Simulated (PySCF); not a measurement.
# C₃H₁₂N₂Si: electronic excitations

Aim: predict the electronic excitations of C₃H₁₂N₂Si (`CN[SiH](C)NC`).

The runs use PySCF 2.14.0, with density-fitted response routines of our own; the level of theory stands in each step. All values are computed, except where a source is named. Atoms count from 0, in the outputs and in this text.

### 1 Starting geometry

18 atoms, charge 0, multiplicity 1; geometry from: GFN2-xTB.

Bonds of the start (Å): C0–N1 1.44, N1–Si2 1.72, Si2–C3 1.91, Si2–N4 1.72, N4–C5 1.44, C0–H6 1.09, C0–H7 1.09, C0–H8 1.10, N1–H9 1.01, Si2–H10 1.48, C3–H11 1.09, C3–H12 1.09, C3–H13 1.09, N4–H14 1.01, C5–H15 1.09, C5–H16 1.10, C5–H17 1.09.

### 2 TDDFT and polarisability: CAM-B3LYP/def2-SVPD

What the job is given:

```
{"job": {"kind": "uv", "xc": "CAM-B3LYP", "basis": "def2-SVPD", "nstates": 8, "ntriplets": 3}, "charge": 0, "multiplicity": 1}
C     -2.648171    -0.544570    -0.143477
N     -1.328684    -0.379279    -0.699408
Si     0.088337    -0.346875     0.280656
C     -0.155405     1.019430     1.585843
N      1.336143    -0.114214    -0.885482
C      2.717565     0.030457    -0.504026
H     -3.400281    -0.177057    -0.844882
H     -2.716947     0.035054     0.772984
H     -2.881442    -1.588898     0.095409
H     -1.243506    -0.864091    -1.580610
H      0.451821    -1.597291     0.976906
H     -0.549858     1.929523     1.141333
H      0.787581     1.269509     2.063855
H     -0.840929     0.713307     2.370537
H      1.114225     0.453495    -1.689577
H      2.926725    -0.656487     0.312675
H      2.965048     1.044775    -0.167177
H      3.369019    -0.220471    -1.343869
```

Method: TDDFT CAM-B3LYP/def2-SVPD, vertical, gas phase, core orbitals frozen in the response.

The run is started by

```
$ OMP_NUM_THREADS=1 python probes_run.py task.json out
```

This one command runs all jobs of the session in turn.

The program printed:

```text
coarse grid: 14448 points
cycle   1  E = -520.0879365241  dE =  4.845e-01  |g| = 5.028e-01  |ddm| = 5.600e+00
cycle   2  E = -520.0900742229  dE = -2.138e-03  |g| = 5.167e-01  |ddm| = 1.797e+00
cycle   3  E = -520.1478544726  dE = -5.778e-02  |g| = 5.052e-02  |ddm| = 7.689e-01
cycle   4  E = -520.1483357090  dE = -4.812e-04  |g| = 2.369e-02  |ddm| = 1.207e-01
cycle   5  E = -520.1484727100  dE = -1.370e-04  |g| = 3.793e-03  |ddm| = 3.301e-02
cycle   6  E = -520.1484767696  dE = -4.060e-06  |g| = 4.947e-04  |ddm| = 1.603e-02
final grid: 132000 points
cycle   7  E = -520.2209617267  dE = -3.293e-05  |g| = 3.880e-03  |ddm| = 7.780e-02
cycle   8  E = -520.2209623603  dE = -6.336e-07  |g| = 3.676e-03  |ddm| = 1.244e-02
cycle   9  E = -520.2209655429  dE = -3.183e-06  |g| = 3.188e-04  |ddm| = 4.964e-03
cycle  10  E = -520.2209655602  dE = -1.735e-08  |g| = 1.796e-04  |ddm| = 6.333e-04
cycle  11  E = -520.2209655676  dE = -7.323e-09  |g| = 2.212e-05  |ddm| = 4.438e-04
cycle  12  E = -520.2209655677  dE = -1.648e-10  |g| = 5.505e-06  |ddm| = 6.559e-05
converged SCF energy = -520.2209655677

Static polarisability (au): isotropic 79.138, principal 69.676 77.046 90.692

Singlet excitations
state   eV       nm        f      main configurations
  1   6.0798    203.9   0.00235   H->L 0.54, H-1->L+1 0.20, H->L+2 0.12
  2   6.1729    200.9   0.00463   H-1->L 0.41, H->L+1 0.37
  3   6.8057    182.2   0.00368   H->L+1 0.26, H-1->L+1 0.22, H->L+2 0.15
  4   7.0132    176.8   0.00764   H-1->L+2 0.22, H->L+2 0.19, H-1->L+1 0.11
  5   7.1220    174.1   0.01796   H-1->L+2 0.44, H->L+4 0.13, H-1->L 0.12
  6   7.1688    172.9   0.04379   H-1->L 0.23, H-1->L+1 0.19, H->L 0.17
  7   7.3959    167.6   0.02361   H->L+4 0.51, H->L+2 0.16
  8   7.6189    162.7   0.01931   H-1->L+4 0.39, H-1->L+6 0.14, H->L+3 0.13

Triplet excitations (Tamm-Dancoff, eV): 5.8680 5.9350 6.6463
```

It took 95 s on 1 thread of Arm Neoverse N1, shared host; peak memory 1.1 GiB.

The orbitals next to the gap, with their largest atomic shares:

```
orbital      eV                        atoms
 HOMO−3  -11.06  N4 18 %, Si2 18 %, H10 12 %
 HOMO−2  -10.43  C3 27 %, Si2 22 %, H10 10 %
 HOMO−1   -8.06   N1 42 %, Si2 12 %, N4 10 %
   HOMO   -7.89    N4 47 %, N1 15 %, C5 10 %
   LUMO    1.33   Si2 18 %, C0 13 %, C5 11 %
 LUMO+1    1.62    C5 18 %, C0 16 %, Si2 7 %
 LUMO+2    1.94    C3 19 %, H9 12 %, Si2 9 %
```

With each of the 8 states as a Gaussian band of 0.4 eV half-width at 1/e, the curve within the window shown has maxima at 172 nm (ε 3,800) L/(mol cm). Beyond the last state computed it falls off for lack of states. The curve at chosen wavelengths:

```csv
nm,ε (L/mol/cm)
157,687
160,1323
163,2125
165,2681
168,3395
171,3773
174,3675
176,3356
179,2634
182,1842
185,1175
187,846
190,527
193,372
196,317
198,307
201,301
204,285
207,252
209,222
212,173
215,125
218,84
220,63
223,38
226,22
```

Leading natural transition orbitals of singlet state 6: the hole lies on N1 58 %; H8, H9, H10 about 8 % each; the particle on H11, H12, H13 about 11 % each; 4 H atoms about 9 % each.

Leading natural transition orbitals of singlet state 1: the hole lies on N4 53 %; N1 13 %; H14, H16 about 7 % each; the particle on H14 29 %; H9, H16, H17 about 11 % each; N4 7 %.

Further results of this job:

```
           property  computed
  dipole moment (D)      0.59
polarisability (Å³)     11.73
 HOMO–LUMO gap (eV)      9.22
      −ε(HOMO) (eV)      7.89
```

Orbitals, density, ELF and potential are computed afterwards from the orbital file.

Frontier orbitals at CAM-B3LYP/def2-SVPD, with the share of their density that lies nearest to each atom:

```
orbital  energy (eV)                                                lies on
   HOMO        -7.89              N4 49 %; N1 16 %; H14, H16 about 7 % each
   LUMO         1.33  8 H atoms about 8 % each; H7, H10, H17 about 6 % each
```

ELF in a plane through or near 9 of the atoms.

Ten even steps from '0' (0.00) to '9' (1.00):
```
0000000000000000000000000000
0000000000000000000000000000
0000000000000000000000000000
0000000000687313541000000000
0000000003999748984000000000
0000000003999869994000000000
0000000000799447971000000000
0000013300026877410699300000
0000047730015677204999400000
0000037852251222204998200000
0000024417785316866114100000
0001588338258138449136310000
0005999837787116765456310000
0003999404885018993012100000
0000498002663018993000000000
0000000000110002650000000000
0000000000000000000000000000
0000000000000000000000000000
0000000000000000000000000000
0000000000000000000000000000
```
The map spans 12.1 Å across and 9.9 Å up, centred on the molecule. Atoms in the plane (x, y in Å): C0 (2.7, -0.5), N1 (1.3, -0.9), C3 (0.2, 1.8), N4 (-1.4, -0.9), C5 (-2.7, -0.4), H7 (2.7, 0.5), H9 (1.2, -1.9), H12 (-0.7, 2.4), H17 (-3.4, -1.3).

On the surface of density 0.002 e/bohr³ the electrostatic potential runs, from the 1st to the 99th percentile, from -1.15 V near N4 to 1.25 V near H9.

### 3 Results

| quantity | value |
| --- | --- |
| lowest singlet (CAM-B3LYP/def2-SVPD) | 6.08 eV (204 nm), f = 0.002 |
| brightest single state of those computed | state 6, 7.17 eV, f = 0.044 |
| lowest triplet | 5.87 eV |
| surface potential, 1st and 99th percentile | -1.15 V and 1.25 V |

**Reading.** The first singlet state (HOMO→LUMO 0.54, HOMO−1→LUMO+1 0.20) lies at 6.08 eV and is weak; of the 8 states computed, the strongest absorption comes from state 6 at 7.17 eV. The lowest triplet lies 0.21 eV below the lowest singlet (triplets in Tamm-Dancoff, singlets in full TDDFT).
